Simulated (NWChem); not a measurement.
# One shape, several levels: CaI (SMILES [Ca][I])

We compute a comparison of 5 runs (UHF/STO-3G, UHF/3-21G, UHF/def2-SVP, UPBE0/def2-SVP, USVWN5/def2-TZVPP) of CaI. 

The results are computed with NWChem 7.3.0.

6 further runs of the same task are left out: 1 that didn't finish, 5 set aside as unsound or not needed. Runs told in other sessions of the task aren't counted.

## (1) The structure to begin with

The species is CaI (2 atoms), meant as a doublet with charge 0. SMILES: `[Ca][I]`. The coordinates come from a PBE0-D4/def2-TZVP relaxation.

Bond lengths: Ca1–I2 2.825 Å.

## (2) Energy and gradient at UHF/STO-3G (run 1)

cai.nw reads:

```
start cai
title "CaI hf"
memory total 2200 mb

geometry units au noautosym nocenter noautoz
   Ca     0.00000000     0.00000000     0.09671618
   I      0.00000000     0.00000000     5.43489013
end

basis spherical bse
   * library STO-3G
end

scf
   nopen 1
   uhf
   thresh 1e-08
   maxiter 80
   print low
end

task scf gradient
```

On the command line:

```console
$ nwchem cai.nw > cai.out
```

What it wrote:

```text
[...]
  functions       =    40
[...]
  wavefunction    = UHF
[...]
         Total SCF energy =  -7520.735329679633
      One electron energy = -10762.491935765587
      Two electron energy =   3043.186831116370
 Nuclear repulsion energy =    198.569774969585
                       Sz =      0.5000
                 Sz(Sz+1) =      0.7500
                      S^2 =      0.7531
[...]
                         UHF ENERGY GRADIENTS
    atom               coordinates                        gradient
                 x          y          z           x          y          z
   1 Ca      0.000000   0.000000   0.096716   -0.000000   0.000000   0.026379
   2 I       0.000000   0.000000   5.434890    0.000000  -0.000000  -0.026379
 Task  times  cpu:        6.3s     wall:        6.3s
 Total times  cpu:        6.4s     wall:        6.4s
```

Run time: 7.2 s. Hardware: 1 thread of Intel Xeon Platinum 8223CL at 3.00GHz (Skylake/Cascade Lake), shared host; peak memory 0.1 GiB.

## (3) Energy and forces at UHF/3-21G (run 2)

calc.nw reads:

```
start calc
title "CaI"
memory 2200 mb

geometry noautosym nocenter noautoz
 Ca     0.000000     0.000000     0.051180
 I      0.000000     0.000000     2.876020
end

basis spherical bse
 * library 3-21G
end

scf
 doublet
 uhf
 thresh 1e-08
 maxiter 80
 print low
end

task scf gradient
```

On the command line:

```console
$ nwchem calc.nw > calc.out
```

What it wrote:

```text
[...]
  functions       =    48
[...]
  wavefunction    = UHF
[...]
         Total SCF energy =  -7560.780950684184
      One electron energy = -10798.806603085750
      Two electron energy =   3039.455862983517
 Nuclear repulsion energy =    198.569789418048
                       Sz =      0.5000
                 Sz(Sz+1) =      0.7500
                      S^2 =      0.7512
[...]
                         UHF ENERGY GRADIENTS
    atom               coordinates                        gradient
                 x          y          z           x          y          z
   1 Ca      0.000000   0.000000   0.096716   -0.000000  -0.000000   0.044956
   2 I       0.000000   0.000000   5.434890    0.000000   0.000000  -0.044956
 Task  times  cpu:        7.2s     wall:        7.2s
 Total times  cpu:        7.2s     wall:        7.2s
```

Run time: 7.8 s. Hardware: 1 thread of Intel Xeon Platinum 8223CL at 3.00GHz (Skylake/Cascade Lake), shared host; peak memory 0.1 GiB.

Runs 3 to 4 aren't shown in full; the table further down has their settings and results.

## (4) Energy and forces at USVWN5/def2-TZVPP (core potential) (run 5)

mol.xyz reads:

```xyz
2
CaI gradient
Ca     0.000000     0.000000     0.051180
I      0.000000     0.000000     2.876020
```

run.py reads:

```python
from ase.io import read
from ase.calculators.nwchem import NWChem

mol = read('mol.xyz')

calc = NWChem(
    label='mol',
    theory='dft',
    memory='2200 mb',
    basis='def2-TZVPP',
    basispar='spherical bse',
    dft={'xc': 'slater vwn_5', 'mult': '2', 'grid': 'xfine', 'convergence': 'energy 1e-08', 'iterations': '100', 'mulliken': None},
    **{'ecp bse': {'I library': 'def2-TZVPP'}},
)
mol.calc = calc

forces = mol.get_forces()
print(f"energy = {mol.get_potential_energy():.6f} eV")
print("forces (eV/A):")
for s, f in zip(mol.symbols, forces):
    print(f"{s:2s} {f[0]:10.5f} {f[1]:10.5f} {f[2]:10.5f}")
```

On the command line:

```console
$ export ASE_NWCHEM_COMMAND="nwchem PREFIX.nwi > PREFIX.nwo"
$ python run.py
```

What it wrote:

```text
energy = -26479.581931 eV
forces (eV/A):
Ca    0.00000    0.00000    0.37044
I    -0.00000   -0.00000   -0.37044
```

The calculator wrote mol.nwi:

```
title "mol"

permanent_dir mol

scratch_dir mol

start mol

geometry units angstrom nocenter noautosym noautoz
  Ca 0.0000000000000000e+00 0.0000000000000000e+00 5.1180000000000003e-02
  I  0.0000000000000000e+00 0.0000000000000000e+00 2.8760200000000000e+00
end

memory 2200 mb

basis spherical bse noprint
   * library def2-TZVPP
end

dft
  xc slater vwn_5
  mult 2
  grid xfine
  convergence energy 1e-08
  iterations 100
  mulliken
end
ecp bse
  I library def2-TZVPP
end

task dft gradient
```

mol.nwo (excerpt; [...] marks lines left out):

```text
[...]
      One electron energy =    -1633.036234814762
[... 2 lines left out ...]
 Nuclear repulsion energy =       93.664995008513
[... 1348 lines left out ...]
          Convergence on energy requested:  1.00D-08
[... 19 lines left out ...]
          Spatial weights used:  Erf1
[...]
  wavefunction    = open shell
                         DFT ENERGY GRADIENTS
    atom               coordinates                        gradient
                 x          y          z           x          y          z
   1 Ca      0.000000   0.000000   0.096716   -0.000000  -0.000000  -0.007204
   2 I       0.000000   0.000000   5.434890    0.000000   0.000000   0.007204
[...]
```

Run time: 30 s. Hardware: 1 thread of Intel Xeon Platinum 8223CL at 3.00GHz (Skylake/Cascade Lake), shared host; peak memory 0.14 GiB.

## (5) Overview of the runs

| run | level | core potential | iteration cap | energy (Eh) | ⟨S²⟩ | largest force (eV/Å) | wall time |
| --- | --- | --- | --- | --- | --- | --- | --- |
| 1 | UHF/STO-3G | – | 80 | -7520.735330 | 0.753 | 1.356 | 7.2 s |
| 2 | UHF/3-21G | – | 80 | -7560.780951 | 0.751 | 2.312 | 7.8 s |
| 3 | UHF/def2-SVP (core potential) | def2-SVP | 80 | -973.408484 | 0.751 | 0.672 | 20 s |
| 4 | UPBE0/def2-SVP (core potential) | def2-SVP | 100 | -975.092685 | 0.750 | 0.019 | 23 s |
| 5 | USVWN5/def2-TZVPP (core potential) | def2-TZVPP | 100 | -973.106695 | 0.750 | 0.370 | 30 s |

## (6) What came out

| quantity | value |
| --- | --- |
| run 5: total energy | -973.10670 Eh |
| run 5: dipole moment | 4.43 D |
| run 5: HOMO energy (highest over α and β) | -3.95 eV |
| run 5: LUMO energy (lowest over α and β) | -3.20 eV |
| run 5: ⟨S²⟩ | 0.750 |
| run 5: largest force on an atom | 0.370 eV/Å |

In words: Totals of different functionals can't be ranked against each other. Some runs of one species differ in core potentials or relativity; totals across that change don't compare. In run 1 the basis is minimal, so the values are rough. In runs 1, 2 relativity is left out where basis or elements ask for it. All runs together took 88 s, the longest 30 s.
